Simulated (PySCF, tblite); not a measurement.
# C₅H₈OS: a rotation path, then NMR shifts on frames, part 2 of 2

tblite 0.8.0 and PySCF 2.14.0. Atoms count from 0.

## (5) Shielding tensors: image 4, PBE0/pcSseg-1

Job settings and geometry (Å):

```
{"job": {"kind": "nmr", "xc": "PBE0", "basis": "pcSseg-1", "pop": false}, "charge": 0, "multiplicity": 1}
C      3.429600    -0.280100     0.348300
C      2.368300     0.163600     0.019000
C      1.074100     0.676700    -0.377000
C      0.056600    -0.445100    -0.521100
S     -1.634900     0.291700    -0.881900
C     -2.461200    -0.394900     0.622900
O     -1.510700     1.728600    -0.634300
H      4.367900    -0.650000     0.636000
H      1.169000     1.216400    -1.322900
H      0.719200     1.389600     0.373300
H      0.005300    -1.046900     0.383600
H      0.291000    -1.090800    -1.366400
H     -3.486200    -0.038100     0.622800
H     -2.442600    -1.477100     0.566300
H     -1.949800    -0.035600     1.509400
```

With the program's defaults for keys left out, this is: GIAO PBE0/pcSseg-1 NMR shielding, non-relativistic, gas phase.

What it wrote:

```text
coarse grid: 13104 points
cycle   1  E = -667.9034242381  dE =  1.094e+00  |g| = 9.114e-01  |ddm| = 3.794e+00
cycle   2  E = -667.1852019259  dE =  7.182e-01  |g| = 2.061e+00  |ddm| = 3.843e+00
cycle   3  E = -668.0538624719  dE = -8.687e-01  |g| = 2.537e-01  |ddm| = 3.227e+00
cycle   4  E = -668.0679236631  dE = -1.406e-02  |g| = 9.822e-02  |ddm| = 3.736e-01
cycle   5  E = -668.0702057960  dE = -2.282e-03  |g| = 2.213e-02  |ddm| = 1.194e-01
cycle   6  E = -668.0703225293  dE = -1.167e-04  |g| = 4.639e-03  |ddm| = 2.935e-02
cycle   7  E = -668.0703267984  dE = -4.269e-06  |g| = 2.331e-03  |ddm| = 6.371e-03
final grid: 121976 points
cycle   8  E = -668.1267704002  dE = -2.555e-05  |g| = 1.153e-02  |ddm| = 4.507e-02
cycle   9  E = -668.1267149325  dE =  5.547e-05  |g| = 1.968e-02  |ddm| = 3.056e-02
cycle  10  E = -668.1267990844  dE = -8.415e-05  |g| = 3.023e-03  |ddm| = 2.148e-02
cycle  11  E = -668.1268009970  dE = -1.913e-06  |g| = 3.012e-04  |ddm| = 2.643e-03
cycle  12  E = -668.1268010134  dE = -1.640e-08  |g| = 1.924e-04  |ddm| = 5.817e-04
cycle  13  E = -668.1268010210  dE = -7.580e-09  |g| = 8.241e-05  |ddm| = 1.957e-04
cycle  14  E = -668.1268010226  dE = -1.576e-09  |g| = 1.301e-05  |ddm| = 7.459e-05
cycle  15  E = -668.1268010226  dE = -4.025e-11  |g| = 2.830e-06  |ddm| = 1.794e-05
converged SCF energy = -668.1268010226

GIAO shielding tensors (ppm)
atom      isotropic    diamagn.    paramagn.     s11        s22        s33       span
  0 C      109.758     257.080    -147.322     35.626     40.094    253.555    217.929
  1 C      100.075     257.042    -156.967      0.662      2.749    296.815    296.153
  2 C      174.593     249.512     -74.918    163.392    172.520    187.868     24.477
  3 C      131.392     255.424    -124.032     91.776    128.630    173.769     81.992
  4 S      206.038    1052.374    -846.336     47.726    115.564    454.824    407.098
  5 C      137.250     254.469    -117.219    107.105    121.813    182.832     75.727
  6 O      299.019     397.862     -98.843     70.685    316.615    509.756    439.071
  7 H       30.225      33.891      -3.666     24.948     25.065     40.663     15.715
  8 H       29.477      27.563       1.914     23.391     29.435     35.605     12.214
  9 H       28.789      29.562      -0.774     22.487     29.886     33.994     11.506
 10 H       29.285      33.988      -4.703     24.825     30.908     32.123      7.298
 11 H       28.869      31.980      -3.111     25.426     28.765     32.415      6.990
 12 H       29.053      28.430       0.623     25.934     26.743     34.481      8.547
 13 H       30.004      30.640      -0.636     26.467     27.915     35.630      9.163
 14 H       29.266      31.664      -2.398     26.374     28.836     32.588      6.215
```

Wall time 16 s (1 thread, shared host).

Key values: δ C1 86.8, C0 77.2, C3 55.5, C5 49.7, H9 2.93, H11 2.85 ppm.

## (6) NMR shieldings: image 6, PBE0/pcSseg-1

Job settings and geometry (Å):

```
{"job": {"kind": "nmr", "xc": "PBE0", "basis": "pcSseg-1", "pop": false}, "charge": 0, "multiplicity": 1}
C      3.362800    -0.270800     0.396800
C      2.280500     0.146600     0.103200
C      0.957800     0.627000    -0.236300
C      0.054700    -0.514400    -0.678400
S     -1.679200     0.122300    -0.990000
C     -2.321500    -0.274000     0.699400
O     -1.565500     1.580100    -1.041900
H      4.318800    -0.617900     0.652500
H      1.028300     1.364600    -1.040100
H      0.525700     1.130400     0.633700
H     -0.000200    -1.303700     0.067900
H      0.398600    -0.941100    -1.620300
H     -3.337900     0.101800     0.757300
H     -2.317100    -1.351300     0.820400
H     -1.710000     0.208400     1.453800
```

Method: GIAO PBE0/pcSseg-1 NMR shielding, non-relativistic, gas phase.

What it wrote:

```text
coarse grid: 13104 points
cycle   1  E = -667.9046052787  dE =  1.097e+00  |g| = 9.111e-01  |ddm| = 3.810e+00
cycle   2  E = -667.1958502561  dE =  7.088e-01  |g| = 2.051e+00  |ddm| = 4.102e+00
cycle   3  E = -668.0551839661  dE = -8.593e-01  |g| = 2.529e-01  |ddm| = 3.449e+00
cycle   4  E = -668.0691469807  dE = -1.396e-02  |g| = 9.743e-02  |ddm| = 3.805e-01
cycle   5  E = -668.0713908303  dE = -2.244e-03  |g| = 2.206e-02  |ddm| = 1.178e-01
cycle   6  E = -668.0715046694  dE = -1.138e-04  |g| = 5.331e-03  |ddm| = 2.903e-02
cycle   7  E = -668.0715092509  dE = -4.582e-06  |g| = 3.351e-03  |ddm| = 6.990e-03
cycle   8  E = -668.0715119800  dE = -2.729e-06  |g| = 7.072e-04  |ddm| = 2.815e-03
final grid: 121976 points
cycle   9  E = -668.1281366805  dE = -2.626e-05  |g| = 1.080e-02  |ddm| = 4.548e-02
cycle  10  E = -668.1280883723  dE =  4.831e-05  |g| = 1.829e-02  |ddm| = 3.099e-02
cycle  11  E = -668.1281619976  dE = -7.363e-05  |g| = 3.042e-03  |ddm| = 2.219e-02
cycle  12  E = -668.1281639084  dE = -1.911e-06  |g| = 3.310e-04  |ddm| = 2.840e-03
cycle  13  E = -668.1281639276  dE = -1.923e-08  |g| = 2.109e-04  |ddm| = 5.717e-04
cycle  14  E = -668.1281639372  dE = -9.584e-09  |g| = 7.681e-05  |ddm| = 1.929e-04
cycle  15  E = -668.1281639386  dE = -1.342e-09  |g| = 1.272e-05  |ddm| = 7.249e-05
cycle  16  E = -668.1281639386  dE = -3.479e-11  |g| = 2.944e-06  |ddm| = 1.672e-05
converged SCF energy = -668.1281639386

GIAO shielding tensors (ppm)
atom      isotropic    diamagn.    paramagn.     s11        s22        s33       span
  0 C      109.362     256.958    -147.596     35.302     39.723    253.062    217.759
  1 C      100.146     257.045    -156.900      0.239      3.318    296.880    296.641
  2 C      175.336     249.106     -73.770    169.315    169.997    186.697     17.382
  3 C      132.208     254.743    -122.536     96.622    128.524    171.477     74.854
  4 S      202.847    1052.172    -849.325     42.607    120.431    445.502    402.896
  5 C      141.013     254.081    -113.067    103.789    133.938    185.313     81.524
  6 O      297.947     397.995    -100.047     70.578    323.120    500.144    429.566
  7 H       30.205      33.845      -3.641     24.938     25.046     40.630     15.692
  8 H       29.053      27.892       1.161     22.634     29.610     34.915     12.281
  9 H       29.135      30.000      -0.864     23.137     30.041     34.228     11.092
 10 H       29.622      33.401      -3.779     25.948     30.330     32.589      6.641
 11 H       28.724      31.501      -2.778     24.724     28.722     32.724      8.001
 12 H       29.245      28.392       0.853     26.268     26.768     34.698      8.430
 13 H       30.337      30.536      -0.199     26.506     28.279     36.226      9.719
 14 H       29.092      31.754      -2.662     25.778     29.233     32.266      6.488
```

Wall time 16 s (1 thread, shared host).

This run: δ C1 86.8, C0 77.6, C3 54.7, C5 45.9, H11 2.99, H8 2.66 ppm.

## (7) Nuclear shieldings: image 8, PBE0/pcSseg-1

Job settings and geometry (Å):

```
{"job": {"kind": "nmr", "xc": "PBE0", "basis": "pcSseg-1", "pop": false}, "charge": 0, "multiplicity": 1}
C      3.444900    -0.130800     0.112600
C      2.277600     0.131000     0.132300
C      0.857600     0.412600     0.147200
C      0.076700    -0.649500    -0.611100
S     -1.609600    -0.014000    -1.094100
C     -2.341300    -0.051400     0.605100
O     -1.410900     1.402600    -1.404200
H      4.471900    -0.341800     0.097100
H      0.674300     1.377700    -0.340100
H      0.521500     0.479200     1.185700
H     -0.058200    -1.569100    -0.046900
H      0.572600    -0.878900    -1.554900
H     -3.378100     0.256200     0.512800
H     -2.288300    -1.062600     0.991400
H     -1.815100     0.646900     1.245200
```

With the program's defaults for keys left out, this is: GIAO PBE0/pcSseg-1 NMR shielding, non-relativistic, gas phase.

What it wrote:

```text
coarse grid: 13104 points
cycle   1  E = -667.9072302590  dE =  1.104e+00  |g| = 9.095e-01  |ddm| = 3.800e+00
cycle   2  E = -667.2153807856  dE =  6.918e-01  |g| = 2.033e+00  |ddm| = 3.880e+00
cycle   3  E = -668.0580057200  dE = -8.426e-01  |g| = 2.495e-01  |ddm| = 3.280e+00
cycle   4  E = -668.0715881974  dE = -1.358e-02  |g| = 9.514e-02  |ddm| = 3.597e-01
cycle   5  E = -668.0737122439  dE = -2.124e-03  |g| = 2.265e-02  |ddm| = 1.248e-01
cycle   6  E = -668.0738265695  dE = -1.143e-04  |g| = 7.146e-03  |ddm| = 3.036e-02
cycle   7  E = -668.0738352035  dE = -8.634e-06  |g| = 4.292e-03  |ddm| = 7.943e-03
cycle   8  E = -668.0738397354  dE = -4.532e-06  |g| = 5.656e-04  |ddm| = 3.479e-03
final grid: 121976 points
cycle   9  E = -668.1299819547  dE = -2.399e-05  |g| = 1.072e-02  |ddm| = 4.611e-02
cycle  10  E = -668.1299338188  dE =  4.814e-05  |g| = 1.832e-02  |ddm| = 2.918e-02
cycle  11  E = -668.1300065974  dE = -7.278e-05  |g| = 2.876e-03  |ddm| = 2.098e-02
cycle  12  E = -668.1300082817  dE = -1.684e-06  |g| = 3.124e-04  |ddm| = 2.604e-03
cycle  13  E = -668.1300082980  dE = -1.630e-08  |g| = 2.061e-04  |ddm| = 5.106e-04
cycle  14  E = -668.1300083073  dE = -9.270e-09  |g| = 7.353e-05  |ddm| = 1.882e-04
cycle  15  E = -668.1300083086  dE = -1.261e-09  |g| = 1.123e-05  |ddm| = 7.074e-05
cycle  16  E = -668.1300083086  dE = -3.092e-11  |g| = 2.490e-06  |ddm| = 1.637e-05
converged SCF energy = -668.1300083086

GIAO shielding tensors (ppm)
atom      isotropic    diamagn.    paramagn.     s11        s22        s33       span
  0 C      111.443     257.059    -145.616     37.109     39.104    258.115    221.006
  1 C       99.150     257.329    -158.179     -2.216      3.828    295.838    298.053
  2 C      180.340     251.314     -70.974    167.456    177.082    196.482     29.027
  3 C      130.690     254.377    -123.686    105.288    121.315    165.467     60.179
  4 S      209.579    1052.215    -842.636     44.113    139.653    444.970    400.858
  5 C      144.302     254.256    -109.954    107.599    137.238    188.068     80.468
  6 O      291.937     398.188    -106.250     66.783    316.048    492.980    426.197
  7 H       30.331      33.805      -3.474     24.922     25.033     41.037     16.115
  8 H       28.210      28.646      -0.436     21.740     29.121     33.768     12.027
  9 H       29.521      30.066      -0.545     22.866     30.061     35.636     12.770
 10 H       29.539      32.532      -2.992     26.734     28.584     33.300      6.566
 11 H       28.891      31.487      -2.597     24.221     29.309     33.142      8.921
 12 H       29.154      28.271       0.883     26.137     26.815     34.510      8.373
 13 H       30.308      30.644      -0.336     26.047     28.378     36.498     10.451
 14 H       29.366      31.356      -1.990     25.380     30.134     32.585      7.205
```

It took 16 s on 1 thread, shared host.

In short: δ C1 87.8, C0 75.5, C3 56.2, C5 42.6, H8 3.51, H11 2.83 ppm.

## (8) Side by side: NMR shifts

Shifts (ppm) of some atoms, chosen among heavy atoms and hydrogens apart, with basis size and wall time:

```csv
frame,C3,C5,C2,H9,H8,S4,O6,functions,time
image 0,62.7,46.7,15.6,2.96,2.28,314,46.2,166,17 s
image 2,58.9,48.6,13.9,3.02,2.15,302,41.6,166,16 s
image 4,55.5,49.7,12.3,2.93,2.24,298,37.1,166,16 s
image 6,54.7,45.9,11.6,2.58,2.66,301,38.1,166,16 s
image 8,56.2,42.6,6.6,2.20,3.51,294,44.1,166,16 s
```

## (9) Results

The summary covers parts 1 to 2.

| quantity | value |
| --- | --- |
| barrier | 0.049 eV (1.1 kcal/mol) at image 4 |
| end to end (GFN2-xTB) | -0.002 eV |
| 13C shifts against TMS (PBE0/pcSseg-1, image 0) | 87.1, 76.3, 62.7, 46.7, 15.6 ppm |
| 1H shifts against TMS (PBE0/pcSseg-1, image 0) | 2.96, 2.79, 2.66, 2.46, 2.30, 2.28, 1.88, 1.46 ppm |
| 33S shifts against CS2 (PBE0/pcSseg-1, image 0) | 314 ppm |
| 17O shifts against H2O (PBE0/pcSseg-1, image 0) | 46.2 ppm |
| range of the shift of S4 | 294 to 314 ppm |

Along the band the dihedral turns by 96°, and the top (dihedral -120°) lies 1.1 kcal/mol above the start (GFN2-xTB, rough), so at room temperature this motion is fast. The top was not checked by a frequency run. Shifts at one fixed geometry are not the observed spectrum, which averages over the motion. Across the 5 runs the shift of S4 moves most, between 294 (image 8) and 314 ppm (image 0).
